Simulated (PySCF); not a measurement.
**C6H5N3: electronic excitations**

What electronic excitations should C6H5N3 (`c1ccn2nncc2c1`) show?

The runs use PySCF 2.14.0, with density-fitted response routines of our own; the level of theory stands in each step. All values are computed, except where a source is named. Atoms count from 0, in the outputs and in this text.

### 1 Starting geometry

14 atoms, charge 0, multiplicity 1; geometry from: GFN2-xTB.

Bonds of the start (Å): C0–C1 1.42, C1–C2 1.36, C2–N3 1.35, N3–N4 1.33, N4–N5 1.29, N5–C6 1.33, C6–C7 1.40, C7–C8 1.40, C8–C0 1.36, C7–N3 1.39, C0–H9 1.08, C1–H10 1.08, C2–H11 1.08, C6–H12 1.07, C8–H13 1.08.

### 2 Ultraviolet spectrum: B3LYP/def2-SVPD

The job: settings as JSON, then the geometry in Å.

```
{"job": {"kind": "uv", "xc": "B3LYP", "basis": "def2-SVPD", "nstates": 8, "ntriplets": 3}, "charge": 0, "multiplicity": 1}
C     -1.412417     1.105666     0.095062
C     -1.850127    -0.239700     0.120456
C     -0.953408    -1.258822     0.058073
N      0.364685    -0.965186    -0.028882
N      1.375838    -1.821115    -0.097735
N      2.472445    -1.147176    -0.168487
C      2.218230     0.159906    -0.148131
C      0.837358     0.337615    -0.056299
C     -0.082349     1.396098     0.007215
H     -2.143782     1.896627     0.145968
H     -2.903202    -0.457424     0.190176
H     -1.208514    -2.305919     0.072153
H      2.998916     0.889539    -0.197403
H      0.285649     2.409419    -0.014333
```

Method: TDDFT B3LYP/def2-SVPD, vertical, gas phase, core orbitals frozen in the response.

On the command line:

```
OMP_NUM_THREADS=1 python probes_run.py task.json out
```

One launch serves the whole session: the jobs run in the order shown.

Predict these results of the whole session: lowest singlet (B3LYP/def2-SVPD); brightest single state of those computed; lowest triplet.

The runs gave:

```
                                quantity                        value
        lowest singlet (B3LYP/def2-SVPD)  4.14 eV (300 nm), f = 0.045
brightest single state of those computed  state 6, 6.29 eV, f = 0.570
                          lowest triplet                      3.05 eV
```

What this shows: The lowest singlet, at 4.14 eV, is HOMO→LUMO 0.94 and is weak; of the 8 states computed, the strongest absorption comes from state 6 at 6.29 eV. The lowest triplet lies 1.09 eV below the lowest singlet (triplets in Tamm-Dancoff, singlets in full TDDFT).
